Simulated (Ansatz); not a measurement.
# P4Pt: the cost of one run

Program: Ansatz 0.2.0. Level of theory: DFT PBE, scalar-relativistic, plane waves, PAW. These are calculated values, not measurements.

### Step 1. The structure to begin with

It takes space group Pm-3m (No. 221, cubic). Conventional cell: a = 4.619 Å, b = 4.619 Å, c = 4.619 Å, α = 90.00°, β = 90.00°, γ = 90.00°. P (site symmetry 4/mmm) is surrounded by 2 Pt at 2.31 Å. Around P (site symmetry m-3m) lie 12 P at 3.27 Å. Pt (site symmetry m-3m) is surrounded by 6 P at 2.31 Å.

Structure file:

```cif
data_structure
_symmetry_space_group_name_H-M 'P 1'
_symmetry_Int_Tables_number 1
_cell_length_a 4.6194
_cell_length_b 4.6194
_cell_length_c 4.6194
_cell_angle_alpha 90.000
_cell_angle_beta 90.000
_cell_angle_gamma 90.000
_cell_volume 98.57
loop_
_atom_site_label
_atom_site_type_symbol
_atom_site_fract_x
_atom_site_fract_y
_atom_site_fract_z
_atom_site_occupancy
P1 P 0.00000 0.50000 0.50000 1
P2 P 0.50000 0.00000 0.50000 1
P3 P 0.50000 0.50000 0.00000 1
P4 P 0.00000 0.00000 0.00000 1
Pt1 Pt 0.50000 0.50000 0.50000 1
```

A structure generator made this guess: random cell by space group and Wyckoff sites (Pm-3m, No. 221). Its size is a rough estimate.

### Step 2. A first look at the guess

Contents of input.yaml:

```yaml
crystal:
  lattice:
    - [4.61936395, 0.0, 0.0]
    - [0.0, 4.61936395, 0.0]
    - [0.0, 0.0, 4.61936395]
  atoms:
    - { symbol: P, position: [0.0, 0.5, 0.5] }
    - { symbol: P, position: [0.5, 0.0, 0.5] }
    - { symbol: P, position: [0.5, 0.5, 0.0] }
    - { symbol: P, position: [0.0, 0.0, 0.0] }
    - { symbol: Pt, position: [0.5, 0.5, 0.5] }
basis:
  ecutwfc: 420
kpoints:
  mp_grid: { grid: [4, 4, 4] }
hamiltonian:
  xc: pbe
scf:
  occupations: { method: gaussian, width: 0.1 }
  lower_state_search: "off"
output:
  forces: true
  stress: true
  eigenvalues: true
```

Run with:

```sh
> ansatz run input.yaml --threads 1 --pin off --max-ram 2048MiB --backend cpu --events-out ev --progress --plain --runs-dir out
```

**Question.** How long does this run take on 1 thread of Intel Xeon Platinum 8488C (Sapphire Rapids), shared host, and how much memory does it need?

About 1.3 s, with a peak of 0.39 GiB.
